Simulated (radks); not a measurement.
# Mo with its nuclear charge varied continuously

Aim: the energy of 42 electrons in [Kr] 4d5 5s1 as the nuclear charge moves through non-integer values, and a test of dE/dZ = E(electron-nucleus)/Z.

Program: radks (a radial shooting solver on a logarithmic mesh, Libxc functionals) version 1. Level of theory: Dirac Kohn-Sham, LDA (Slater exchange, Perdew-Wang correlation), spin-unpolarised, spherical densities, finite nucleus; open shells fill j = l - 1/2 first. These are calculated values, not measurements, unless marked.

### 1 The atom as given

| Item | Value |
| --- | --- |
| element | molybdenum (Z = 42) |
| charge | 0 |
| electrons | 42 |
| configuration | [Kr] 4d5 5s1 |
| nuclear rms radius | 4.4091 fm |

In the logs a row gives level, spin channel, occupation and eigenvalue; Etot, Ekin, Encl (electron-nucleus), Eh (Hartree) and Exc are energies, all in hartree; err is the last residual, it the number of iterations.

### 2 Z = 42

The run's settings:

```text
Z 42
configuration [Kr] 4d5 5s1
relativity Dirac
functional lda,pw
spin unpolarised
j_filling energy
nucleus finite rms 4.4091 fm
c 137.035999084
```

Output:

```text
1s1/2   1   2.0000        -727.07880214
2s1/2   1   2.0000        -102.68936618
2p1/2   1   2.0000         -94.53728002
2p3/2   1   4.0000         -90.62788882
3s1/2   1   2.0000         -17.45458304
3p1/2   1   2.0000         -14.34997963
3p3/2   1   4.0000         -13.70567149
3d3/2   1   4.0000          -8.19444900
3d5/2   1   6.0000          -8.07234091
4s1/2   1   2.0000          -2.36205514
4p1/2   1   2.0000          -1.47715016
4p3/2   1   4.0000          -1.38434974
4d3/2   1   4.0000          -0.14669439
4d5/2   1   1.0000          -0.13919339
5s1/2   1   1.0000          -0.15809551
Etot -4044.959126607453
Ekin 4192.963673741801
Encl -9777.470929386987
Eh 1658.9769997538842
Exc -119.42887071615144
err 3.728926843343386e-09
it 14
```

4d5/2 is the highest filled level (-3.788 eV).

From the orbitals of this run (lengths in bohr):

```tsv
level	occupation	energy (eV)	<r>	outermost maximum (interpolated)	90 % within	nodes
3d3/2	4	-222.98	0.4135	0.320	0.662	0
3d5/2	6	-219.66	0.4170	0.323	0.667	0
4s1/2	2	-64.275	1.106	0.987	1.62	3
4p1/2	2	-40.195	1.216	1.05	1.81	2
4p3/2	4	-37.670	1.248	1.08	1.86	2
5s1/2	1	-4.302	3.554	2.93	5.35	4
4d3/2	4	-3.992	1.991	1.38	3.32	1
4d5/2	1	-3.788	2.024	1.40	3.39	1
```

The radial density on a logarithmic grid:

```tsv
r (bohr)	4πr²ρ (e/bohr)
0.00138	1.480
0.00214	3.210
0.00332	6.718
0.00515	13.31
0.00794	24.00
0.0123	38.50
0.0191	50.99
0.0297	52.35
0.0458	45.62
0.0710	52.56
0.110	65.54
0.171	48.03
0.264	44.22
0.410	45.24
0.636	16.55
0.988	11.58
1.52	7.148
2.36	2.173
3.67	0.6738
5.70	0.1108
```

### 3 Z = 41.8

Changes since step 2:

```diff
@@ -1,2 +1,2 @@
-Z 42
+Z 41.8
 configuration [Kr] 4d5 5s1
```

Output:

```text
1s1/2   1   2.0000        -719.49445752
2s1/2   1   2.0000        -101.37480002
2p1/2   1   2.0000         -93.27864902
2p3/2   1   4.0000         -89.45100012
3s1/2   1   2.0000         -17.11538458
3p1/2   1   2.0000         -14.03848242
3p3/2   1   4.0000         -13.40963221
3d3/2   1   4.0000          -7.94858696
3d5/2   1   6.0000          -7.82979320
4s1/2   1   2.0000          -2.25884399
4p1/2   1   2.0000          -1.38692980
4p3/2   1   4.0000          -1.29724379
4d3/2   1   4.0000          -0.08700966
4d5/2   1   1.0000          -0.08012624
5s1/2   1   1.0000          -0.11415502
Etot -3998.5532309725363
Ekin 4143.4110846526255
Encl -9666.73317514355
Eh 1643.3000332686197
Exc -118.53117375023098
err 5.405341748278775e-09
it 14
```

Energy against step 2 (Z = 42): +1262.8 eV. Highest occupied level: 4d5/2 at -2.180 eV.

### 4 Z = 42.2

Changes since step 3:

```diff
@@ -1,2 +1,2 @@
-Z 41.8
+Z 42.2
 configuration [Kr] 4d5 5s1
```

Output:

```text
1s1/2   1   2.0000        -734.71266621
2s1/2   1   2.0000        -104.01956575
2p1/2   1   2.0000         -95.81140366
2p3/2   1   4.0000         -91.81892942
3s1/2   1   2.0000         -17.80291611
3p1/2   1   2.0000         -14.67053965
3p3/2   1   4.0000         -14.01048056
3d3/2   1   4.0000          -8.44901976
3d5/2   1   6.0000          -8.32352983
4s1/2   1   2.0000          -2.47226417
4p1/2   1   2.0000          -1.57422748
4p3/2   1   4.0000          -1.47820901
4d3/2   1   4.0000          -0.21262294
4d5/2   1   1.0000          -0.20448385
5s1/2   1   1.0000          -0.20587329
Etot -4091.6718395337775
Ekin 4242.877157715999
Encl -9888.719798160133
Eh 1674.4939787747394
Exc -120.3231778643828
err 3.8641660211807014e-09
it 14
```

Energy against step 2 (Z = 42): -1271.1 eV. 4d5/2 is the highest filled level (-5.564 eV).

### 5 Z = 42.4

Changes since step 4:

```diff
@@ -1,2 +1,2 @@
-Z 42.2
+Z 42.4
 configuration [Kr] 4d5 5s1
```

Output:

```text
1s1/2   1   2.0000        -742.39549875
2s1/2   1   2.0000        -105.36479471
2p1/2   1   2.0000         -97.10041682
2p3/2   1   4.0000         -93.02350272
3s1/2   1   2.0000         -18.15975238
3p1/2   1   2.0000         -14.99953147
3p3/2   1   4.0000         -14.32342394
3d3/2   1   4.0000          -8.71166472
3d5/2   1   6.0000          -8.58272434
4s1/2   1   2.0000          -2.58879555
4p1/2   1   2.0000          -1.67749024
4p3/2   1   4.0000          -1.57814858
4d3/2   1   4.0000          -0.28424471
4d5/2   1   1.0000          -0.27544696
5s1/2   1   1.0000          -0.25714964
Etot -4138.6909467732785
Ekin 4293.151718206329
Encl -10000.504645614099
Eh 1689.8765877328651
Exc -121.21460709837368
err 7.634285508035202e-09
it 13
```

E − E(step 2, Z = 42) = -2550.6 eV. 5s1/2 is the highest filled level (-6.997 eV).

### 6 Z = 42.6

Changes since step 5:

```diff
@@ -1,2 +1,2 @@
-Z 42.4
+Z 42.6
 configuration [Kr] 4d5 5s1
```

Output:

```text
1s1/2   1   2.0000        -750.12690131
2s1/2   1   2.0000        -106.72460145
2p1/2   1   2.0000         -98.40386872
2p3/2   1   4.0000         -94.24114173
3s1/2   1   2.0000         -18.52461480
3p1/2   1   2.0000         -15.33647844
3p3/2   1   4.0000         -14.64402055
3d3/2   1   4.0000          -8.98190374
3d5/2   1   6.0000          -8.84944318
4s1/2   1   2.0000          -2.71113685
4p1/2   1   2.0000          -1.78643118
4p3/2   1   4.0000          -1.68365996
4d3/2   1   4.0000          -0.36114312
4d5/2   1   1.0000          -0.35166608
5s1/2   1   1.0000          -0.31167812
Etot -4186.016133139064
Ekin 4343.787670007514
Encl -10112.844389596012
Eh 1705.1441422861558
Exc -122.10355583672194
err 3.3434414827336927e-09
it 14
```

Energy against step 2 (Z = 42): -3838.4 eV. The top filled level is 5s1/2, -8.481 eV.

### 7 Z = 42.8

Changes since step 6:

```diff
@@ -1,2 +1,2 @@
-Z 42.6
+Z 42.8
 configuration [Kr] 4d5 5s1
```

Output:

```text
1s1/2   1   2.0000        -757.90657354
2s1/2   1   2.0000        -108.09863218
2p1/2   1   2.0000         -99.72140633
2p3/2   1   4.0000         -95.47147710
3s1/2   1   2.0000         -18.89712573
3p1/2   1   2.0000         -15.68100329
3p3/2   1   4.0000         -14.97188869
3d3/2   1   4.0000          -9.25935595
3d5/2   1   6.0000          -9.12330445
4s1/2   1   2.0000          -2.83888168
4p1/2   1   2.0000          -1.90064980
4p3/2   1   4.0000          -1.79434169
4d3/2   1   4.0000          -0.44298705
4d5/2   1   1.0000          -0.43280997
5s1/2   1   1.0000          -0.36926812
Etot -4233.647167052063
Ekin 4394.785428702387
Encl -10225.754163030775
Eh 1720.3119162982357
Exc -122.99034902191114
err 2.9285390600289805e-09
it 14
```

E − E(step 2, Z = 42) = -5134.5 eV. Highest occupied level: 5s1/2 at -10.048 eV.

### 8 Z = 43

Changes since step 7:

```diff
@@ -1,2 +1,2 @@
-Z 42.8
+Z 43
 configuration [Kr] 4d5 5s1
```

Output:

```text
1s1/2   1   2.0000        -765.73428469
2s1/2   1   2.0000        -109.48660253
2p1/2   1   2.0000        -101.05274601
2p3/2   1   4.0000         -96.71420872
3s1/2   1   2.0000         -19.27697816
3p1/2   1   2.0000         -16.03279941
3p3/2   1   4.0000         -15.30671735
3d3/2   1   4.0000          -9.54371114
3d5/2   1   6.0000          -9.40399685
4s1/2   1   2.0000          -2.97169966
4p1/2   1   2.0000          -2.01982188
4p3/2   1   4.0000          -1.90986870
4d3/2   1   4.0000          -0.52950582
4d5/2   1   1.0000          -0.51860776
5s1/2   1   1.0000          -0.42976677
Etot -4281.583884193041
Ekin 4446.145491122989
Encl -10339.246436788693
Eh 1735.3923209912932
Exc -123.8752595186299
err 2.728867909507272e-09
it 14
```

E − E(step 2, Z = 42) = -6438.9 eV. 5s1/2 is the highest filled level (-11.695 eV).

### 9 All runs together

```tsv
Z	E (hartree)	E(electron-nucleus)/Z (hartree)	highest level	its energy (eV)	<r> (bohr)
41.8	-3998.55323	-231.262	4d5/2	-2.180	2.127
42	-4044.95913	-232.797	4d5/2	-3.788	2.024
42.2	-4091.67184	-234.330	4d5/2	-5.564	1.937
42.4	-4138.69095	-235.861	5s1/2	-6.997	3.305
42.6	-4186.01613	-237.391	5s1/2	-8.481	3.197
42.8	-4233.64717	-238.919	5s1/2	-10.048	3.099
43	-4281.58388	-240.448	5s1/2	-11.695	3.009
```

At Z = 42 the central difference of E is -232.797 hartree, against -232.797 from the Hellmann-Feynman theorem. The top level goes from -2.180 eV at Z = 41.8 to -11.695 eV at Z = 43. Between Z = 42.2 and 42.4 the top level changes from 4d5/2 to 5s1/2, so the curve of the top level has a kink there, while E(Z) stays smooth.
